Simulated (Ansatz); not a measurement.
# Cl2HOZn: the cost of one run

All numbers below are computed with Ansatz 0.2.0 (UKS PBE-D4/def2-SVP).

1 further run of the same task is left out (it didn't finish).

## (1) Starting point

Bond lengths: Zn1–Cl2 2.490 Å, Zn1–O3 1.790 Å, O3–H4 1.010 Å, Cl2–Cl5 2.340 Å. Angles: Zn1–Cl2–Cl5 180.0°, Cl2–Zn1–O3 180.0°, Zn1–O3–H4 109.5°.

Structure file:

```xyz
5

Zn    0.0000    0.0000    0.0000
Cl    0.0000    0.0000    2.4900
O     0.0000    0.0000   -1.7900
H     0.2547   -0.9174   -2.1271
Cl    0.0000    0.0000    4.8300
```

## (2) Pulling towards end A

Springs on the bonds that form and break draw the guess towards this end; the thresholds are loose.

Input file input.yaml:

```yaml
crystal:
  periodic: [false, false, false]
  atoms:
    - { symbol: Zn, position_ang: [0.0, 0.0, 0.0] }
    - { symbol: Cl, position_ang: [0.0, 0.0, 2.49] }
    - { symbol: O, position_ang: [0.0, 0.0, -1.79] }
    - { symbol: H, position_ang: [0.2547, -0.9174, -2.1271] }
    - { symbol: Cl, position_ang: [0.0, 0.0, 4.83] }
magnetization:
  spin_polarized: true
  initial_magnetization: 1
basis:
  gaussian: { orbitals: def2-SVP }
hamiltonian:
  xc: pbe
  dispersion: d4
relax:
  f_tol: 0.15
  max_steps: 25
  restrain:
    - { distance: [1, 4], at: 3.24, k: 30.0 }
    - { distance: [0, 1], at: 2.24, k: 30.0 }
output:
  orbitals: {}
```

Run with:

```console
> ansatz run input.yaml --threads 2 --pin off --max-ram 3072MiB --backend cpu --events-out ev --progress --plain --runs-dir out
```

What time and memory should one allow on 2 threads of AMD EPYC 7R32 (Zen 2), shared host?

About 36 s, with a peak of 0.21 GiB.
